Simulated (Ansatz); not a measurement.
# H4O2SSn: rigid scan of one bond length in Python

How does the energy of H4O2SSn change as one bond is stretched? A script is to give a rigid scan of one bond length; the system is H4O2SSn. SMILES: [OH][SnH]([OH])[SH].

All numbers are computed with the Python package of Ansatz 0.2.0. Level of theory: r2SCAN/def2-SVP.

### 1 The system

Bond lengths: O1–Sn2 1.927 Å, Sn2–O3 1.957 Å, Sn2–S4 2.369 Å, O1–H5 1.027 Å, Sn2–H6 1.762 Å, O3–H7 0.972 Å, S4–H8 1.404 Å. Angles: O1–Sn2–O3 107.8°, O1–Sn2–S4 110.7°, O1–Sn2–H6 110.2°, O3–Sn2–S4 108.1°, O3–Sn2–H6 110.0°, S4–Sn2–H6 110.2°, Sn2–O1–H5 106.5°, Sn2–O3–H7 108.2°, Sn2–S4–H8 92.5°.

The script holds or builds the structure itself.

### 2 Script

File scan.py:

```python
# -*- coding: utf-8 -*-
'''Potential curve of H4O2SSn along one bond.'''

import ansatz as az
import numpy as np

BASIS_SET = 'def2-SVP'
XC = 'r2SCAN'

GEOMETRY = '''
O    -0.82120    1.19990   -1.06970
Sn    0.16290    0.40810    0.38550
O     1.96830    0.01360   -0.25960
S    -0.83770   -1.63030    1.05980
H    -1.79380    1.28500   -0.75190
H     0.24110    1.52610    1.74540
H     1.90400   -0.68010   -0.93680
H    -0.73150   -2.17920   -0.22860
'''


def main():
    mol = az.Crystal.molecule()
    for line in GEOMETRY.strip().splitlines():
        symbol, *xyz = line.split()
        mol = mol.atom(symbol, [float(v) for v in xyz])

    symbols = [site.symbol for site in mol.cartesian_sites]
    start = np.array([site.position_ang for site in mol.cartesian_sites])
    axis = (start[4] - start[0]) / np.linalg.norm(start[4] - start[0])
    moving = [4]
    lengths, energies = [0.87, 0.94, 1.03, 1.13, 1.28, 1.54, 1.85, 2.26], []
    for length in lengths:
        xyz = start.copy()
        xyz[moving] += (length - np.linalg.norm(start[4] - start[0])) * axis
        point = az.Crystal.molecule()
        for symbol, xyz in zip(symbols, xyz):
            point = point.atom(symbol, xyz.tolist())
        calculation = (
            point.calculation()
            .basis(gaussian=BASIS_SET)
            .functional(XC)
        )
        summary = calculation.run(threads=1).report
        energies.append(summary['free_energy_ev'])
        print(f'r = {length:6.3f} A  E = {energies[-1]:.5f} eV  <S^2> = {abs(summary["mean_field"]["state"]["spin_squared"]):.3f}')

    print('energy above the lowest point (eV):', [round(e - min(energies), 3) for e in energies])


if __name__ == '__main__':
    main()
```

### 3 The input behind the calls

The package turns the script's settings into the engine's input (first run):

```yaml
crystal:
  periodic: [false, false, false]
  atoms:
    - { symbol: O, position_ang: [-0.8212, 1.1999, -1.0697] }
    - { symbol: Sn, position_ang: [0.1629, 0.4081, 0.3855] }
    - { symbol: O, position_ang: [1.9683, 0.0136, -0.2596] }
    - { symbol: S, position_ang: [-0.8377, -1.6303, 1.0598] }
    - { symbol: H, position_ang: [-1.6453270178024257, 1.2720089956970866, -0.8004139972675192] }
    - { symbol: H, position_ang: [0.2411, 1.5261, 1.7454] }
    - { symbol: H, position_ang: [1.904, -0.6801, -0.9368] }
    - { symbol: H, position_ang: [-0.7315, -2.1792, -0.2286] }
basis:
  gaussian:
    orbitals: def2-SVP
hamiltonian:
  xc: r2scan
```

### 4 Launch

Command:

```
python scan.py
```

The log of the run:

```text
r =  0.870 A  E = -20819.37274 eV  <S^2> = 0.000
r =  0.940 A  E = -20819.66701 eV  <S^2> = 0.000
r =  1.030 A  E = -20819.60872 eV  <S^2> = 0.000
r =  1.130 A  E = -20819.22897 eV  <S^2> = 0.000
r =  1.280 A  E = -20818.40040 eV  <S^2> = 0.000
r =  1.540 A  E = -20816.88325 eV  <S^2> = 0.000
r =  1.850 A  E = -20815.40198 eV  <S^2> = 0.000
r =  2.260 A  E = -20814.06916 eV  <S^2> = 0.000
energy above the lowest point (eV): [0.294, 0.0, 0.058, 0.438, 1.267, 2.784, 4.265, 5.598]
```

Wall time 50 s (1 thread of Arm Neoverse V1, shared host); peak memory 0.22 GiB.

### 5 What changed from run to run

The engine's inputs for some of the other runs:

Run 2, against run 1:

```diff
@@ -8 +8 @@
-    - { symbol: H, position_ang: [-1.6453270178024257, 1.2720089956970866, -0.8004139972675192] }
+    - { symbol: H, position_ang: [-1.711636088200322, 1.2778108689140935, -0.778747307392492] }
```

Run 5, against run 1:

```diff
@@ -8 +8 @@
-    - { symbol: H, position_ang: [-1.6453270178024257, 1.2720089956970866, -0.8004139972675192] }
+    - { symbol: H, position_ang: [-2.033708715847247, 1.3059913959681273, -0.6735090994280741] }
```

Run 6, against run 1:

```diff
@@ -8 +8 @@
-    - { symbol: H, position_ang: [-1.6453270178024257, 1.2720089956970866, -0.8004139972675192] }
+    - { symbol: H, position_ang: [-2.279999548753719, 1.327541210774153, -0.5930328227494016] }
```

Lines on the test bed's own set-up are left out of the output.

A comment line of the script is reworded here; the code is as run.

### 6 What each run gave

One row for each of the 8 runs:

| run | distance (Å) | energy from run 2 (eV) | SCF cycles | CPU time (s) |
| --- | --- | --- | --- | --- |
| 1 | 0.87 | 0.2943 | 16 | 5.2 |
| 2 | 0.94 | 0.0000 | 16 | 5.2 |
| 3 | 1.03 | 0.0583 | 16 | 5.3 |
| 4 | 1.13 | 0.4380 | 16 | 5.3 |
| 5 | 1.28 | 1.2666 | 18 | 5.7 |
| 6 | 1.54 | 2.7838 | 19 | 5.8 |
| 7 | 1.85 | 4.2650 | 25 | 6.4 |
| 8 | 2.26 | 5.5978 | 36 | 10 |

### 7 Results

```
                  quantity     value
             runs compared         8
           range of energy  5.598 eV
lowest point, distance (Å)      0.94
```

In words: The curve has its lowest point inside the range, at 0.94. The ends stand 0.294 and 5.6 eV above it. The distance scanned is the script's pair 0, 4. Caveats:
- The rest of the molecule is held rigid at a force-field or estimated start geometry, and the basis set is modest; single-reference methods fail as a bond breaks.
- def2 sets replace the cores of elements past krypton by effective core potentials.
- The orbitals are restricted, so S² is zero by construction.
- Toward dissociation an unrestricted state lies under the restricted one, by 1 to 2 eV or more.
